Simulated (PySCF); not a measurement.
# CH3BFNO (SMILES NC1(F)BO1) at revPBE/6-31G(d) (spherical functions)

What is the energy change on altering one bond length of CH3BFNO at revPBE/6-31G* (spherical functions)? Input form: a Python script.

Program for the calculation: PySCF 2.14.0.

1 further run of the same task is left out (set aside as unsound or not needed).

## (1) The molecule

CH3BFNO: 8 atoms, total charge 0, spin state singlet. SMILES: `NC1(F)BO1`. The shape is that of a PBE0-D4/def2-TZVP optimisation. This is one conformer, not always the lowest.

Bond lengths: N1–C2 1.387 Å, C2–F3 1.372 Å, C2–B4 1.510 Å, C2–O5 1.462 Å, B4–O5 1.335 Å, N1–H6 1.009 Å, N1–H7 1.013 Å, B4–H8 1.182 Å. Some angles: N1–C2–F3 113.8°, N1–C2–B4 127.1°, N1–C2–O5 115.3°, F3–C2–B4 118.6°, F3–C2–O5 108.3°, B4–C2–O5 53.3°, C2–B4–O5 61.5°, C2–O5–B4 65.2°, C2–N1–H6 112.2°, C2–N1–H7 112.6°.

## (2) A single-point energy at revPBE/6-31G(d) (spherical functions)

input.xyz reads:

```xyz
8

N     -0.431000     1.148400     0.184600
C      0.054100    -0.061200    -0.289600
F      0.122100    -0.132700    -1.658300
B      0.337600    -1.307200     0.515100
O      1.346900    -0.473000     0.255300
H     -1.439500     1.170100     0.211400
H     -0.075300     1.941600    -0.336200
H      0.177200    -2.343100     1.061900
```

run.py reads:

```python
# NC1(F)BO1
from pyscf import gto, dft

mol = gto.Mole()
mol.atom = 'input.xyz'
mol.max_memory = 1860
mol.spin = 0
mol.verbose = 3
mol.charge = 0
mol.basis = '6-31g*'
mol.build()

ks = dft.RKS(mol)
ks.xc = 'revpbe'
ks.conv_tol = 1e-10
ks.grids.level = 5
ks.kernel()
if not ks.converged:
    ks = ks.newton().run(ks.mo_coeff, ks.mo_occ)

etot = ks.e_tot
print(f'total energy: {etot:.8f} hartree')
```

The run is started by

```
$ OMP_NUM_THREADS=1 python run.py
```

Log:

```text
converged SCF energy = -294.462702421016
total energy: -294.46270242 hartree
```

Wall time 17 s (1 thread of Intel Xeon at 2.70GHz, shared host); peak memory 0.39 GiB.

## (3) The distorted shape at the same level

calc.py reads:

```python
from pyscf import gto, dft

molecule = gto.M(
    atom='''
N     -0.952002     2.513094     0.483282
C      0.102234    -0.115651    -0.547265
F      0.230736    -0.250767    -3.133733
B      0.637972    -2.470250     0.973398
O      2.545272    -0.893840     0.482447
H     -2.857791     2.554101     0.533927
H     -0.279827     4.012025    -0.500887
H      0.334859    -4.427817     2.006700
''',
    verbose=3,
    max_memory=1860,
    basis='6-31g*',
    spin=0,
    unit='bohr',
)

mf = dft.RKS(molecule)
mf.xc = 'revpbe'
mf.conv_tol = 1e-10
mf.grids.level = 5
mf.kernel()
if not mf.converged:
    mf = mf.newton().run(mf.mo_coeff, mf.mo_occ)

energy = mf.e_tot
print('E = %.10f Eh' % energy)
```

The run is started by

```
$ OMP_NUM_THREADS=1 python calc.py
```

Log:

```text
converged SCF energy = -294.446961791698
E = -294.4469617917 Eh
```

Run time: 13 s. Hardware: 1 thread of Intel Xeon at 2.70GHz, shared host; peak memory 0.39 GiB.

## (4) Summary of results

Level: revPBE/6-31G* (spherical functions).

| quantity | value |
| --- | --- |
| first shape: total energy | -294.46270 Eh |
| first shape: dipole moment | 1.83 D |
| first shape: HOMO energy | -6.06 eV |
| first shape: LUMO energy | -1.14 eV |
| first shape: HOMO–LUMO gap | 4.93 eV |
| distorted shape: total energy | -294.44696 Eh |
| distorted shape: dipole moment | 1.48 D |
| distorted shape: HOMO energy | -5.74 eV |
| distorted shape: LUMO energy | -1.35 eV |
| distorted shape: HOMO–LUMO gap | 4.39 eV |
| energy change with the N1–C2 bond stretched from 1.387 to 1.595 Å | 0.428 eV |

In words: With the N1–C2 bond stretched from 1.387 to 1.595 Å the energy rises by 0.43 eV (9.9 kcal/mol). The first shape isn't relaxed at this level, so the change isn't measured from a minimum.
